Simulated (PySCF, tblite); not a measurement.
**CH7BOSi2 (triplet), a small gas-phase stand-in for a defect centre: EPR parameters**

What EPR parameters should one expect for `[SiH3]B[C]O[SiH3]`? It is drawn as: twofold C.

Computed with tblite 0.8.0 and PySCF 2.14.0; each step states its level. No surroundings beyond the atoms listed, unless a continuum is named. Atoms count from 0, parts from 1.

## Step 1: The system as given

12 atoms, charge 0, multiplicity 3; geometry: distance geometry start.

## Step 2: Relaxing the cluster with GFN2-xTB

The job: settings as JSON, then the geometry in Å.

```
{"job": {"kind": "relax", "xc": "GFN2-xTB", "basis": "xTB"}, "charge": 0, "multiplicity": 3}
C      0.137563     0.542055     1.563730
O      0.855905     0.573769     2.740546
Si     0.296146    -0.075388     4.292956
B     -0.494972     0.422318     0.112997
Si     0.641696    -0.484834    -1.201857
H      0.361749     0.958955     5.284017
H     -1.014296    -0.560794     4.177965
H      1.153374    -1.132346     4.706569
H     -1.090840     1.308049    -0.256054
H      0.362565    -1.854237    -1.182621
H      0.348158     0.034546    -2.485501
H      1.997723    -0.265764    -0.883549
```

Level: GFN2-xTB geometry optimisation, gas phase.

Launch:

```console
> OMP_NUM_THREADS=1 python cluster_run.py task.json out
```

One launch serves the whole session: the jobs run in the order shown.

Standard output:

```text
step      E/eV     max force
  0    -389.67381    4.498
  1    -390.23037    2.861
  2    -390.58667    1.562
  3    -390.64438    0.991
  4    -390.74771    0.996
  5    -390.80645    0.828
  6    -390.86408    0.642
  7    -390.88255    0.563
  8    -390.90420    0.352
  9    -390.91818    0.341
 10    -390.93345    0.358
 11    -390.94780    0.430
 12    -390.96551    0.422
 13    -390.98190    0.305
 14    -390.99149    0.221
 15    -390.99608    0.186
 16    -391.00228    0.219
 17    -391.01005    0.299
 18    -391.01909    0.326
 19    -391.02608    0.236
 20    -391.03023    0.177
 21    -391.03316    0.251
 22    -391.03721    0.258
 23    -391.04348    0.174
 24    -391.04843    0.165
 25    -391.05197    0.188
 26    -391.05565    0.236
 27    -391.06065    0.230
 28    -391.06730    0.214
 29    -391.07340    0.194
 30    -391.07710    0.156
 31    -391.07980    0.183
 32    -391.08344    0.170
 33    -391.08814    0.141
 34    -391.09289    0.185
 35    -391.09706    0.162
 36    -391.10013    0.163
 37    -391.10247    0.177
 38    -391.10569    0.128
 39    -391.11151    0.164
 40    -391.11413    0.130
 41    -391.11603    0.109
 42    -391.11703    0.078
 43    -391.11781    0.079
 44    -391.11887    0.086
 45    -391.12032    0.115
 46    -391.12176    0.105
 47    -391.12239    0.049
 48    -391.12264    0.043
 49    -391.12285    0.038
 50    -391.12326    0.058
 51    -391.12382    0.075
 52    -391.12455    0.093
 53    -391.12524    0.080
 54    -391.12575    0.048
 55    -391.12616    0.061
 56    -391.12661    0.067
 57    -391.12727    0.082
 58    -391.12818    0.101
 59    -391.12928    0.093
 60    -391.13030    0.071
 61    -391.13099    0.077
 62    -391.13140    0.071
 63    -391.13184    0.062
 64    -391.13291    0.093
 65    -391.13441    0.132
 66    -391.13785    0.362
 67    -391.14221    0.394
 68    -391.15117    0.273
 69    -391.15447    0.208
 70    -391.15035    0.475
 71    -391.16088    0.164
 72    -391.16374    0.157
 73    -391.17557    0.276
 74    -391.18613    0.378
 75    -391.20782    0.431
 76    -391.21398    0.422
 77    -391.22465    0.259
 78    -391.22967    0.163
 79    -391.23222    0.152
 80    -391.23388    0.128
 81    -391.23536    0.133
 82    -391.23684    0.134
 83    -391.23949    0.122
 84    -391.24217    0.118
 85    -391.24451    0.098
 86    -391.24580    0.077
 87    -391.24680    0.101
 88    -391.24815    0.134
 89    -391.25022    0.168
 90    -391.25318    0.253
 91    -391.25640    0.196
 92    -391.26045    0.209
 93    -391.26375    0.199
 94    -391.26688    0.181
 95    -391.26869    0.179
 96    -391.27043    0.136
 97    -391.27130    0.073
 98    -391.27177    0.062
 99    -391.27196    0.033
100    -391.27205    0.020
101    -391.27213    0.024
102    -391.27220    0.024
103    -391.27228    0.025
104    -391.27236    0.032
105    -391.27245    0.032
106    -391.27251    0.022
107    -391.27254    0.014
108    -391.27256    0.012
109    -391.27257    0.012
110    -391.27259    0.011
111    -391.27260    0.009
112    -391.27262    0.010
113    -391.27264    0.017
114    -391.27269    0.025
115    -391.27278    0.032
116    -391.27294    0.046
117    -391.27314    0.048
118    -391.27333    0.032
119    -391.27347    0.032
120    -391.27361    0.032
121    -391.27382    0.037
122    -391.27409    0.045
123    -391.27437    0.044
124    -391.27463    0.049
125    -391.27495    0.057
126    -391.27525    0.049
127    -391.27551    0.029
128    -391.27563    0.051
129    -391.27574    0.039
130    -391.27584    0.023
131    -391.27595    0.027
132    -391.27604    0.026
133    -391.27615    0.026
134    -391.27622    0.021
135    -391.27625    0.011
136    -391.27626    0.007
```

It took 2.5 s on 1 thread of Arm Neoverse V1, shared host.

Step by step:

```tsv
step	energy from step 0 (eV)	largest force (eV/Å)
0	0.0000	4.4984
5	-1.1326	0.8282
10	-1.2596	0.3578
15	-1.3223	0.1861
20	-1.3564	0.1772
25	-1.3782	0.1882
30	-1.4033	0.1560
35	-1.4232	0.1626
40	-1.4403	0.1307
45	-1.4465	0.1143
50	-1.4495	0.0580
55	-1.4524	0.0613
60	-1.4565	0.0704
65	-1.4606	0.1318
70	-1.4765	0.4748
75	-1.5340	0.4316
80	-1.5601	0.1280
85	-1.5707	0.0971
90	-1.5794	0.2534
95	-1.5949	0.1790
100	-1.5982	0.0203
105	-1.5986	0.0326
110	-1.5988	0.0105
115	-1.5990	0.0320
120	-1.5998	0.0325
125	-1.6011	0.0571
130	-1.6020	0.0230
135	-1.6024	0.0110
136	-1.6024	0.0071
```

Close pairs (by a distance rule), those that changed most:

```tsv
bond	before (Å)	after (Å)	change (Å)
O1–Si2	1.773	1.646	-0.128
C0–B3	1.587	1.462	-0.125
C0–O1	1.379	1.277	-0.102
Si4–H9	1.398	1.477	+0.079
Si4–H11	1.410	1.476	+0.066
Si2–H6	1.402	1.460	+0.058
Si4–H10	1.416	1.471	+0.055
B3–H8	1.130	1.173	+0.044
```

## Step 3: Optimising the geometry at PBE0-D3(BJ)/def2-SVP

The job: settings as JSON, then the geometry in Å.

```
{"job": {"xc": "PBE0", "basis": "def2-SVP", "d3": "d3bj", "grid": 2, "kind": "geom", "shake": 0.01}, "charge": 0, "multiplicity": 3}
C     -0.894438     1.340011     0.162480
O     -0.621548     0.914179     1.314421
Si     0.079559    -0.296956     2.158676
B     -0.680330     1.110929    -1.270824
Si     0.391716    -0.454525    -1.787919
H      0.289768     0.402171     3.433393
H     -0.871819    -1.376937     2.224623
H      1.364080    -0.726705     1.547195
H     -1.202378     1.814478    -2.053154
H      0.062865    -1.666035    -0.995687
H      0.278494    -0.854426    -3.178899
H      1.842522    -0.233769    -1.537304
```

Standard output:

```text
step   0  E = -720.56095925  max force = 0.027514
step   1  E = -720.57116765  max force = 0.005276
step   2  E = -720.57160458  max force = 0.003401
step   3  E = -720.57200140  max force = 0.003422
step   4  E = -720.57226065  max force = 0.003370
step   5  E = -720.57245767  max force = 0.002433
step   6  E = -720.57254010  max force = 0.001088
step   7  E = -720.57256646  max force = 0.000924
step   8  E = -720.57258113  max force = 0.000618
step   9  E = -720.57260482  max force = 0.001152
step  10  E = -720.57263534  max force = 0.001408
step  11  E = -720.57267163  max force = 0.001175
step  12  E = -720.57270808  max force = 0.000532
step  13  E = -720.57273697  max force = 0.000369
step  14  E = -720.57274304  max force = 0.000263
optimisation converged
```

Run time: 3.1 min. Hardware: 1 thread of Arm Neoverse V1, shared host; peak memory 0.62 GiB.

Relaxation path:

```tsv
step	energy from step 0 (eV)	largest force component (eV/Å)
0	0.0000	1.4148
1	-0.2778	0.2713
2	-0.2897	0.1749
3	-0.3005	0.1760
4	-0.3075	0.1733
5	-0.3129	0.1251
6	-0.3151	0.0559
7	-0.3158	0.0475
8	-0.3162	0.0318
9	-0.3169	0.0592
10	-0.3177	0.0724
11	-0.3187	0.0604
12	-0.3197	0.0274
13	-0.3205	0.0190
14	-0.3207	0.0135
```

Distances of close pairs at the start and the end, largest changes first:

```tsv
bond	before (Å)	after (Å)	change (Å)
O1–Si2	1.634	1.722	+0.088
B3–Si4	1.967	2.022	+0.055
Si4–H10	1.452	1.499	+0.047
Si2–H6	1.441	1.486	+0.045
B3–H8	1.175	1.210	+0.035
C0–B3	1.467	1.501	+0.034
C0–O1	1.258	1.284	+0.026
Si4–H9	1.484	1.501	+0.017
```

The final coordinates are the input of the step that follows.

```tsv
at the end point	value
point group (found at 0.08 Å tolerance)	C1
rotational constants (GHz, main isotopes)	4.870, 1.678, 1.287
dipole moment (D)	2.73
⟨S²⟩	2.005
```

## Step 4: g tensor and hyperfine couplings: B3LYP/IGLO-III+pcH-1

The job: settings as JSON, then the geometry in Å.

```
{"job": {"kind": "epr"}, "charge": 0, "multiplicity": 3}
C     -0.877633     1.581242     0.134670
O     -0.758597     1.152815     1.338818
Si     0.010472    -0.198763     2.078359
B     -0.514765     1.164932    -1.260749
Si     0.464950    -0.530273    -1.763733
H     -0.123074     0.080277     3.529033
H     -0.716182    -1.434629     1.688535
H      1.433790    -0.223984     1.650278
H     -0.823786     1.911336    -2.161447
H      0.649982    -1.510077    -0.641687
H     -0.262378    -1.254472    -2.856199
H      1.835579    -0.205622    -2.280961
```

Method: UKS B3LYP, IGLO-III on B C O Si, pcH-1 on H, non-relativistic, mean-field spin-orbit, GIAO.

Standard output:

```text
UKS, coarse grid
  cycle   1  E = -721.33369454  |g| = 4.23e-01
  cycle   2  E = -721.23622949  |g| = 6.81e-01
  cycle   3  E = -721.39106768  |g| = 1.18e-01
  cycle   4  E = -721.39685802  |g| = 3.13e-02
  cycle   5  E = -721.39747077  |g| = 1.41e-02
  cycle   6  E = -721.39758480  |g| = 4.16e-03
  cycle   7  E = -721.39759975  |g| = 1.65e-03
  cycle   8  E = -721.39760154  |g| = 5.24e-04
UKS, final grid
  cycle   1  E = -721.39757460  |g| = 6.03e-04
  cycle   2  E = -721.39757436  |g| = 1.01e-03
  cycle   3  E = -721.39757481  |g| = 1.60e-04
  cycle   4  E = -721.39757482  |g| = 3.11e-05
  cycle   5  E = -721.39757482  |g| = 1.78e-05
E = -721.39757482 Eh   <S^2> = 2.0047 (exact 2.0000)
g shifts (ppm)      1          2          3
  rmc          -164       -164       -164
  gc             28         11        -69
  oz_so        -308        448        581
  total        -444        295        348
hyperfine (MHz)  atom isotope    a_iso     a_fc   dipolar eigenvalues
    0   13C     164.24     164.38    -56.01      7.86     48.15
    1   17O     -68.16     -68.22    -15.50     -2.24     17.74
    2  29Si     -38.65     -38.72     -8.59      4.13      4.46
    3   11B      30.08      30.11    -14.35     -0.40     14.75
    4  29Si     -37.55     -37.60     -8.06      3.68      4.39
    5    1H      -1.79      -1.79     -1.68     -1.54      3.22
    6    1H       5.61       5.61     -1.89     -1.49      3.37
    7    1H       4.01       4.00     -2.04     -1.51      3.55
    8    1H       9.96       9.96     -7.12     -3.60     10.71
    9    1H      -1.61      -1.61     -1.90     -1.18      3.08
   10    1H      15.47      15.47     -1.58     -0.92      2.50
   11    1H      18.51      18.51     -1.64     -0.94      2.58
zero-field splitting (cm-1)  D = 0.4441  E = 0.0104  (spin-spin 0.3449, spin-orbit 0.1003)
```

Run time: 94 s. Hardware: 1 thread of Arm Neoverse V1, shared host; peak memory 1.1 GiB.

Principal g values 2.00187, 2.00261, 2.00267; g(iso) = 2.00239, against 2.00232 for a free electron.

Hyperfine couplings, nucleus by nucleus at this fixed geometry (no averaging over rotations):

```tsv
nuclei	isotope	a(iso) (MHz)	a(iso) (G, at g = 2.0023)	largest dipolar term (MHz)
C0	13C	164.2	58.6	-56.0
O1	17O	-68.2	-24.3	17.7
Si2	29Si	-38.6	-13.8	-8.6
Si4	29Si	-37.5	-13.4	-8.1
B3	11B	30.1	10.7	14.7
H11	1H	18.5	6.6	2.6
H10	1H	15.5	5.5	2.5
H8	1H	10.0	3.6	10.7
H6	1H	5.6	2.0	3.4
H7	1H	4.0	1.4	3.5
H5	1H	-1.8	-0.6	3.2
H9	1H	-1.6	-0.6	3.1
```

Zero-field splitting: D = 0.444 cm⁻¹ (spin-spin 0.345, spin-orbit 0.100), E = 0.010 cm⁻¹.

Mulliken spin populations:

```tsv
atom	value (e)
C0	1.30
O1	0.13
Si2	0.05
B3	0.43
Si4	0.05
H5	0.00
H6	0.01
H7	0.01
H8	0.00
H9	0.00
H10	0.02
H11	0.02
```

## Step 5: EPR parameters: BHandHLYP/IGLO-III+pcH-1

Same as in step 4 but for these lines:

```diff
@@ -1,2 +1,2 @@
-{"job": {"kind": "epr"}, "charge": 0, "multiplicity": 3}
+{"job": {"kind": "epr", "xc": "BHandHLYP"}, "charge": 0, "multiplicity": 3}
 C     -0.877633     1.581242     0.134670
```

Method: UKS BHandHLYP, IGLO-III on B C O Si, pcH-1 on H, non-relativistic, mean-field spin-orbit, GIAO.

Standard output:

```text
UKS, coarse grid
  cycle   1  E = -721.20164371  |g| = 3.67e-01
  cycle   2  E = -721.21133683  |g| = 3.94e-01
  cycle   3  E = -721.26300695  |g| = 7.03e-02
  cycle   4  E = -721.26569623  |g| = 2.17e-02
  cycle   5  E = -721.26625066  |g| = 9.17e-03
  cycle   6  E = -721.26636098  |g| = 4.05e-03
  cycle   7  E = -721.26639997  |g| = 1.68e-03
  cycle   8  E = -721.26640567  |g| = 5.06e-04
UKS, final grid
  cycle   1  E = -721.26638854  |g| = 2.55e-04
  cycle   2  E = -721.26638867  |g| = 2.11e-04
  cycle   3  E = -721.26638871  |g| = 9.58e-05
  cycle   4  E = -721.26638875  |g| = 7.11e-05
  cycle   5  E = -721.26638875  |g| = 1.27e-05
E = -721.26638875 Eh   <S^2> = 2.0068 (exact 2.0000)
g shifts (ppm)      1          2          3
  rmc          -165       -165       -165
  gc             29         13        -73
  oz_so        -416        443        592
  total        -552        291        353
hyperfine (MHz)  atom isotope    a_iso     a_fc   dipolar eigenvalues
    0   13C     187.73     187.87    -58.80      9.09     49.71
    1   17O     -68.77     -68.82    -15.09     -2.72     17.81
    2  29Si     -31.66     -31.72     -7.51      3.64      3.87
    3   11B      26.67      26.70    -13.57      0.59     12.98
    4  29Si     -35.77     -35.82     -7.50      3.32      4.18
    5    1H      -1.76      -1.76     -1.63     -1.55      3.18
    6    1H       4.44       4.44     -1.84     -1.54      3.37
    7    1H       3.01       3.00     -1.99     -1.58      3.57
    8    1H       9.16       9.17     -7.02     -3.60     10.62
    9    1H      -1.97      -1.97     -1.84     -1.27      3.11
   10    1H      13.21      13.21     -1.50     -0.94      2.44
   11    1H      15.49      15.48     -1.56     -0.97      2.53
zero-field splitting (cm-1)  D = 0.4549  E = 0.0150  (spin-spin 0.3839, spin-orbit 0.0713)
```

Wall time 1.9 min (1 thread of Arm Neoverse V1, shared host); peak memory 1.1 GiB.

In short: g(iso) 2.00235.

## Step 6: Side by side: EPR parameters

g, ⟨S²⟩ and isotropic hyperfine couplings (MHz), with basis size and wall time:

```tsv
run	g(iso)	⟨S²⟩	13C C0	17O O1	29Si Si2	29Si Si4	11B B3	functions	time
B3LYP/IGLO-III+pcH-1	2.00239	2.005	164.2	-68.2	-38.6	-37.5	30.1	263	94 s
BHandHLYP/IGLO-III+pcH-1	2.00235	2.007	187.7	-68.8	-31.7	-35.8	26.7	263	1.9 min
```

## Step 7: Summary of results

| quantity | value |
| --- | --- |
| point group | C1 |
| rotational constants (main isotopes) | 4.87, 1.68, 1.29 GHz |
| D, E (B3LYP) | 0.444, 0.010 cm⁻¹ |
| g(iso) (B3LYP) | 2.00239 |
| ⟨S²⟩ | 2.005 (exact 2.00) |
| largest a(iso) | 13C on C0, 164.2 MHz |

In words: The start of the PBE0/def2-SVP relaxation was shaken at random by about 0.01 Å, so part of the energy gained, and of the first lengths quoted, undoes that. Over 14 steps the energy fell by 0.321 eV; of the close pairs, O1–Si2 changed most, 1.634 to 1.722 Å (PBE0/def2-SVP). The largest share of the spin, 1.30 e, sits on C0. The isotropic g lies 0.1 ppt above the free-electron value. The coupling of 13C on C0 runs from 164.2 (B3LYP/IGLO-III+pcH-1) to 187.7 MHz (BHandHLYP/IGLO-III+pcH-1). The triplet was assumed; the singlet may lie lower. A capped cluster stands for the solid here, so long-range fields and strain are missing, and bands or shifts of the capping hydrogens have no counterpart in it.
